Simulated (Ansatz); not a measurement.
# CH₄ClGa: small, medium and large basis sets

One table from this session's results is given with a row withheld; the runs are named, their logs left out.

The runs use Ansatz 0.2.0, Gaussian basis; one geometry, several basis sets.

Levels to be run: PBE0-D4/def2-SVP; ωB97M-V/def2-SVP; PBE0-D4/def2-QZVPP; the functionals' def2-TZVPP values are taken from earlier runs.

1 further run of the same task is left out (it didn't finish).

### The relaxed structure

The geometry comes from an earlier relaxation with PBE0-D4 in a triple-zeta def2 set; it is a stationary point, not always the lowest conformer.

SMILES `[CH3][GaH][Cl]`, 7 atoms, charge 0, spin multiplicity 1.

Atoms are counted from 1 here; the program's logs count them from 0.

Bond lengths: C1–Ga2 1.952 Å, C1–H4 1.093 Å, C1–H5 1.089 Å, C1–H6 1.093 Å, Ga2–Cl3 2.160 Å, Ga2–H7 1.560 Å. Angles: Ga2–C1–H4 110.2°, Ga2–C1–H5 110.9°, Ga2–C1–H6 109.9°, H4–C1–H5 109.3°, H4–C1–H6 107.4°, H5–C1–H6 109.1°, C1–Ga2–Cl3 116.2°, C1–Ga2–H7 130.1°, Cl3–Ga2–H7 113.7°.

Geometry (Å):

```xyz
7
charge 0, multiplicity 1
C    -0.73055    0.58835   -0.20073
Ga    0.84630   -0.53812    0.03575
Cl    0.86498   -1.79483    1.79277
H    -0.43587    1.63719   -0.28376
H    -1.41832    0.47357    0.63633
H    -1.24589    0.31867   -1.12602
H     2.11932   -0.68483   -0.85434
```

The first run:

Contents of in.yaml:

```yaml
crystal:
  periodic: [false, false, false]
  atoms:
    - {symbol: C, position_ang: [-0.730549, 0.588345, -0.200733]}
    - {symbol: Ga, position_ang: [0.846304, -0.538120, 0.035749]}
    - {symbol: Cl, position_ang: [0.864983, -1.794830, 1.792772]}
    - {symbol: H, position_ang: [-0.435865, 1.637195, -0.283762]}
    - {symbol: H, position_ang: [-1.418319, 0.473567, 0.636325]}
    - {symbol: H, position_ang: [-1.245890, 0.318674, -1.126024]}
    - {symbol: H, position_ang: [2.119325, -0.684830, -0.854338]}
basis:
  gaussian: {orbitals: def2-SVP}
hamiltonian: {xc: pbe0, dispersion: d4}
output: {orbitals: {seedname: orbitals}}
```

Among the steps run: PBE0-D4 in def2-SVP; ωB97M-V in def2-SVP; PBE0-D4 in def2-QZVPP.

One table of the session follows, with a row left open; its other results are not shown here.

It belongs to the step «Functionals by basis». 

```
functional       basis  HOMO (eV)
   PBE0-D4    def2-SVP      -8.00
   PBE0-D4  def2-TZVPP      -8.12
   PBE0-D4  def2-QZVPP          ?
   ωB97M-V    def2-SVP     -10.17
   ωB97M-V  def2-TZVPP     -10.32
```

Q: Estimate the row for PBE0-D4, def2-QZVPP from the others.

The run gave: HOMO (eV): -8.15. In the column «HOMO (eV)» it lies between ωB97M-V, def2-SVP (-10.17) and PBE0-D4, def2-TZVPP (-8.12).
